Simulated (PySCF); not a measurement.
# C4H12O2Si: a look at the electrons

For C4H12O2Si, the scripts below analyse its density (charges, bond critical points, surface potential), see where an electron leaves and enters and measure its response to a uniform field.

The runs use PySCF 2.14.0; levels as typed in each script, gas phase, geometry from GFN2-xTB.

## (1) Where the work starts

SMILES `C[Si](C)(OC)OC`, 19 atoms, charge 0, spin multiplicity 1.

Bond lengths: C1–Si2 1.896 Å, C1–H8 1.084 Å, C1–H9 1.085 Å, C1–H10 1.086 Å, Si2–C3 1.897 Å, Si2–O4 1.639 Å, Si2–O6 1.640 Å, C3–H11 1.085 Å, C3–H12 1.086 Å, C3–H13 1.084 Å, O4–C5 1.401 Å, C5–H14 1.093 Å, C5–H15 1.092 Å, C5–H16 1.091 Å, O6–C7 1.401 Å, C7–H17 1.091 Å, C7–H18 1.092 Å, C7–H19 1.093 Å. Angles: Si2–C1–H8 111.8°, Si2–C1–H9 110.3°, Si2–C1–H10 111.5°, H8–C1–H9 107.7°, H8–C1–H10 107.5°, H9–C1–H10 107.9°, C1–Si2–C3 114.7°, C1–Si2–O4 114.1°, C1–Si2–O6 101.2°, C3–Si2–O4 101.2°, C3–Si2–O6 114.1°, O4–Si2–O6 112.1°, Si2–C3–H11 110.4°, Si2–C3–H12 111.5°, Si2–C3–H13 111.8°, H11–C3–H12 107.9°, H11–C3–H13 107.7°, H12–C3–H13 107.5° and more.

Coordinates:

```mol
C4H12O2Si
  3D, bonds by distance, orders not assigned

 19 18  0  0  0  0  0  0  0  0999 V2000
   -0.6798   -1.4770    1.4444 C   0  0
   -0.0006   -0.4536    0.0003 Si  0  0
    0.6794   -1.4771   -1.4448 C   0  0
   -1.1271    0.4622   -0.7605 O   0  0
   -1.9880    1.4071   -0.1872 C   0  0
    1.1276    0.4616    0.7604 O   0  0
    1.9889    1.4062    0.1873 C   0  0
    0.0600   -2.1681    1.8315 H   0  0
   -1.5383   -2.0583    1.1240 H   0  0
   -0.9953   -0.8424    2.2670 H   0  0
    1.5377   -2.0588   -1.1244 H   0  0
    0.9952   -0.8426   -2.2673 H   0  0
   -0.0607   -2.1679   -1.8319 H   0  0
   -2.7899    0.9079    0.3618 H   0  0
   -1.4523    2.0661    0.5000 H   0  0
   -2.4199    1.9995   -0.9950 H   0  0
    2.4211    1.9983    0.9951 H   0  0
    1.4535    2.0655   -0.4999 H   0  0
    2.7906    0.9067   -0.3618 H   0  0
  1  2  8  0
  2  3  8  0
  2  4  8  0
  4  5  8  0
  2  6  8  0
  6  7  8  0
  1  8  8  0
  1  9  8  0
  1 10  8  0
  3 11  8  0
  3 12  8  0
  3 13  8  0
  5 14  8  0
  5 15  8  0
  5 16  8  0
  7 17  8  0
  7 18  8  0
  7 19  8  0
M  END
```

## (2) Density, bond paths and surface potential (PBE/def2-tzvp)

Contents of input.py:

```python
import numpy as np
from pyscf import gto, scf, dft
from pyscf.scf import atom_ks, atom_hf
from scipy.linalg import block_diag

def solve(mol, dm0=None, hcore=None):
    mf = (dft.UKS if mol.spin else dft.RKS)(mol, xc='pbe')
    mf.grids.level = 3
    mf = mf.density_fit(auxbasis='def2-universal-jkfit')
    mf.conv_tol, mf.max_cycle = 1e-8, 80
    if hcore is not None:
        mf.get_hcore = lambda *args: hcore
    mf.kernel(dm0)
    if not mf.converged:
        mf = mf.newton().run(mf.mo_coeff, mf.mo_occ, max_cycle=30)
    assert mf.converged, 'SCF not converged'
    return mf

mol = gto.M(atom='''
C     -0.67982    -1.47697     1.44443
Si    -0.00060    -0.45361     0.00026
C      0.67943    -1.47710    -1.44477
O     -1.12710     0.46216    -0.76054
C     -1.98801     1.40707    -0.18725
O      1.12758     0.46156     0.76044
C      1.98891     1.40615     0.18727
H      0.06003    -2.16811     1.83150
H     -1.53833    -2.05827     1.12402
H     -0.99532    -0.84242     2.26704
H      1.53767    -2.05882    -1.12443
H      0.99521    -0.84259    -2.26730
H     -0.06074    -2.16785    -1.83192
H     -2.78988     0.90789     0.36175
H     -1.45231     2.06609     0.49995
H     -2.41991     1.99951    -0.99501
H      2.42108     1.99829     0.99510
H      1.45351     2.06550    -0.49985
H      2.79056     0.90668    -0.36179
''', basis='def2-tzvp', charge=0, spin=0, verbose=4)
mf = solve(mol)
mf.analyze()
# spherically averaged free atoms, for the promolecule
atm = atom_ks.get_atm_nrks(mol, xc='pbe')
pro = block_diag(*[(atm[a[0]][2] * atm[a[0]][3]) @ atm[a[0]][2].T for a in mol._atom])
np.savez('result.npz', e=mf.e_tot, c=mf.mo_coeff, occ=mf.mo_occ, eps=mf.mo_energy, pro=pro, dip=mf.dip_moment(verbose=0), s2=mf.spin_square()[0])
```

Started as:

```sh
> OMP_NUM_THREADS=1 python input.py
```

## (4) Removing and adding an electron (PBE/def2-tzvp)

Contents of input.py:

```python
import numpy as np
from pyscf import gto, scf, dft
from pyscf.scf import atom_ks, atom_hf
from scipy.linalg import block_diag

def solve(mol, dm0=None, hcore=None):
    mf = (dft.UKS if mol.spin else dft.RKS)(mol, xc='pbe')
    mf.grids.level = 3
    mf = mf.density_fit(auxbasis='def2-universal-jkfit')
    mf.conv_tol, mf.max_cycle = 1e-8, 80
    if hcore is not None:
        mf.get_hcore = lambda *args: hcore
    mf.kernel(dm0)
    if not mf.converged:
        mf = mf.newton().run(mf.mo_coeff, mf.mo_occ, max_cycle=30)
    assert mf.converged, 'SCF not converged'
    return mf

mol = gto.M(atom='''
C     -0.67982    -1.47697     1.44443
Si    -0.00060    -0.45361     0.00026
C      0.67943    -1.47710    -1.44477
O     -1.12710     0.46216    -0.76054
C     -1.98801     1.40707    -0.18725
O      1.12758     0.46156     0.76044
C      1.98891     1.40615     0.18727
H      0.06003    -2.16811     1.83150
H     -1.53833    -2.05827     1.12402
H     -0.99532    -0.84242     2.26704
H      1.53767    -2.05882    -1.12443
H      0.99521    -0.84259    -2.26730
H     -0.06074    -2.16785    -1.83192
H     -2.78988     0.90789     0.36175
H     -1.45231     2.06609     0.49995
H     -2.41991     1.99951    -0.99501
H      2.42108     1.99829     0.99510
H      1.45351     2.06550    -0.49985
H      2.79056     0.90668    -0.36179
''', basis='def2-tzvp', charge=0, spin=0, verbose=4)
mf = solve(mol)
out = dict(e0=mf.e_tot, dm0=mf.make_rdm1(), c=mf.mo_coeff, occ=mf.mo_occ, eps=mf.mo_energy)
for name, dq, spin in [('cation', 1, 1)]:
    ion = mol.copy().set(charge=mol.charge + dq, spin=spin).build()
    mi = solve(ion)
    if spin and dq > 0 and mol.nao < 130:
        c, _, stable, _ = mi.stability(return_status=True)
        if not stable:
            mi = solve(ion, mi.make_rdm1(c, mi.mo_occ))
    print(name, 'vertical energy change / eV', (mi.e_tot - mf.e_tot) * 27.211386)
    out.update({'e_' + name: mi.e_tot, 'dm_' + name: mi.make_rdm1(), 's2_' + name: mi.spin_square()[0], 'eps_' + name: mi.mo_energy, 'occ_' + name: mi.mo_occ})
# spherically averaged free atoms, for the promolecule
atm = atom_ks.get_atm_nrks(mol, xc='pbe')
pro = block_diag(*[(atm[a[0]][2] * atm[a[0]][3]) @ atm[a[0]][2].T for a in mol._atom])
np.savez('result.npz', pro=pro, **out)
```

## (6) Response to an electric field (PBE/def2-tzvp)

Contents of input.py:

```python
import numpy as np
from pyscf import gto, scf, dft
from pyscf.scf import atom_ks, atom_hf
from scipy.linalg import block_diag

def solve(mol, dm0=None, hcore=None):
    mf = (dft.UKS if mol.spin else dft.RKS)(mol, xc='pbe')
    mf.grids.level = 3
    mf = mf.density_fit(auxbasis='def2-universal-jkfit')
    mf.conv_tol, mf.max_cycle = 1e-8, 80
    if hcore is not None:
        mf.get_hcore = lambda *args: hcore
    mf.kernel(dm0)
    if not mf.converged:
        mf = mf.newton().run(mf.mo_coeff, mf.mo_occ, max_cycle=30)
    assert mf.converged, 'SCF not converged'
    return mf

mol = gto.M(atom='''
C     -0.67982    -1.47697     1.44443
Si    -0.00060    -0.45361     0.00026
C      0.67943    -1.47710    -1.44477
O     -1.12710     0.46216    -0.76054
C     -1.98801     1.40707    -0.18725
O      1.12758     0.46156     0.76044
C      1.98891     1.40615     0.18727
H      0.06003    -2.16811     1.83150
H     -1.53833    -2.05827     1.12402
H     -0.99532    -0.84242     2.26704
H      1.53767    -2.05882    -1.12443
H      0.99521    -0.84259    -2.26730
H     -0.06074    -2.16785    -1.83192
H     -2.78988     0.90789     0.36175
H     -1.45231     2.06609     0.49995
H     -2.41991     1.99951    -0.99501
H      2.42108     1.99829     0.99510
H      1.45351     2.06550    -0.49985
H      2.79056     0.90668    -0.36179
''', basis='def2-tzvp', charge=0, spin=0, verbose=4)
field = np.array([0.004, 0.0, 0.0])  # atomic units
mol.set_common_orig(mol.atom_charges() @ mol.atom_coords() / mol.atom_charges().sum())
mf = solve(mol)
out = dict(dm0=mf.make_rdm1(), d0=mf.dip_moment(unit='AU'), e0=mf.e_tot)
for name, sign in (('p', 1), ('m', -1)):
    h = mf.get_hcore() + sign * np.einsum('x,xij->ij', field, mol.intor('int1e_r'))
    mi = solve(mol, mf.make_rdm1(), h)
    out.update({'dm' + name: mi.make_rdm1(), 'd' + name: mi.dip_moment(unit='AU'), 'e' + name: mi.e_tot})
# spherically averaged free atoms, for the promolecule
atm = atom_ks.get_atm_nrks(mol, xc='pbe')
pro = block_diag(*[(atm[a[0]][2] * atm[a[0]][3]) @ atm[a[0]][2].T for a in mol._atom])
np.savez('result.npz', pro=pro, **out)
```

(Steps that only read results are left out.)

What does the calculation give? Wanted: dipole moment; HOMO, LUMO; vertical ionisation energy; polarisability along the field.

The runs gave:

| quantity | value |
| --- | --- |
| dipole moment (PBE/def2-tzvp) | 0.59 D |
| HOMO, LUMO (PBE/def2-tzvp) | -6.35, 0.18 eV |
| vertical ionisation energy (PBE/def2-tzvp) | 9.03 eV |
| polarisability along the field (PBE/def2-tzvp) | 83.3 bohr³ |

**Reading.** At PBE/def2-tzvp: The highest Hirshfeld charge is on Si2 (+0.44 e), the lowest on O4 and O6 (−0.21 e). The ionisation energy from two SCF runs, 9.03 eV, lies 2.7 eV above −ε(HOMO) = 6.35 eV of the same level, PBE/def2-tzvp, since self-interaction lifts this functional's HOMO. All values hold at the given geometry, in the gas phase.
